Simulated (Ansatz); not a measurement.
# Si3N4: the cost of one run

Program: the Python package of Ansatz 0.2.0. Level of theory: DFT PBE, plane waves, PAW. These are calculated values, not measurements.

A COD entry behind a cell of this session may itself be a prediction, so a difference from it is no test against experiment.

### 1 The structure

Symmetry: Fd-3m, No. 227, cubic system. The conventional cell has a = 7.676 Å, b = 7.676 Å, c = 7.676 Å, α = 90.00°, β = 90.00°, γ = 90.00°. Si (site symmetry -3m) is surrounded by 6 N at 1.86 Å. Si (site symmetry -43m) is surrounded by 4 N at 1.76 Å. N (site symmetry 3m) has 4 Si at 1.76 to 1.86 Å in its first shell of neighbours.

No structure file is read: the coordinates are typed or built in the script.

### 2 The script

Input file pdos_si3n4.py:

```python
import warnings

import ansatz as az
import numpy as np

warnings.simplefilter("ignore", az.DeckWarning)

lattice = az.Lattice.of(
    [0.0, 3.83825, 3.83825],
    [3.83825, 0.0, 3.83825],
    [3.83825, 3.83825, 0.0],
)
sites = [
    ("Si", [0.625, 0.625, 0.625]),
    ("Si", [0.125, 0.625, 0.625]),
    ("Si", [0.625, 0.625, 0.125]),
    ("Si", [0.625, 0.125, 0.625]),
    ("Si", [0.0, 0.0, 0.0]),
    ("Si", [0.25, 0.25, 0.25]),
    ("N", [0.3824, 0.3824, 0.3824]),
    ("N", [0.3972, 0.8676, 0.8676]),
    ("N", [0.3824, 0.3824, 0.8528]),
    ("N", [0.8676, 0.3972, 0.8676]),
    ("N", [0.8528, 0.3824, 0.3824]),
    ("N", [0.8676, 0.8676, 0.8676]),
    ("N", [0.3824, 0.8528, 0.3824]),
    ("N", [0.8676, 0.8676, 0.3972]),
]
cell = az.Crystal(lattice=lattice)
for symbol, position in sites:
    cell = cell.atom(symbol, position)

base = cell.calculation()
base = base.functional("pbe").basis(41 * az.Ry)
base = base.kpoints(6).occupations("fixed")
base = base.scf(extra_bands=34)
base = base.density_of_states(projected=True, energy_step=0.05)
def show(event):
    row = event["data"]
    if event["event"] == "scf_iter" and row.get("harris_foulkes_ev") is not None:
        print(f"  iteration {row['iter']:3d}  Harris-Foulkes {row['harris_foulkes_ev']:.5f} eV  residual {row['dr2_ev']:.2e}")


res = base.session().plan().execute(on_event=show)
data = res.report

dos = res.density_of_states()
energy = np.asarray(dos.energies_ev) - dos.fermi_ev
curves = {}
for site in res.projected_density_of_states().sites:
    for shell in site.shells:
        weight = sum(np.sum(curve.g_bin_mean_per_ev, axis=0) for curve in shell.curves)
        name = f"{site.species} {shell.label}"
        curves[name] = curves.get(name, 0) + weight

print("E-EF   " + " ".join(f"{name:>8s}" for name in curves))
for e in np.arange(-8, 6 + 0.1, 0.5):
    print(f"{e:5.1f}  " + " ".join(f"{np.interp(e, energy, g):8.3f}" for g in curves.values()))
```

### 3 The run

Started as:

```bash
python pdos_si3n4.py
```

What time and memory should one allow on 1 thread of Arm Neoverse V1, shared host?

About 14 s, with a peak of 0.51 GiB.
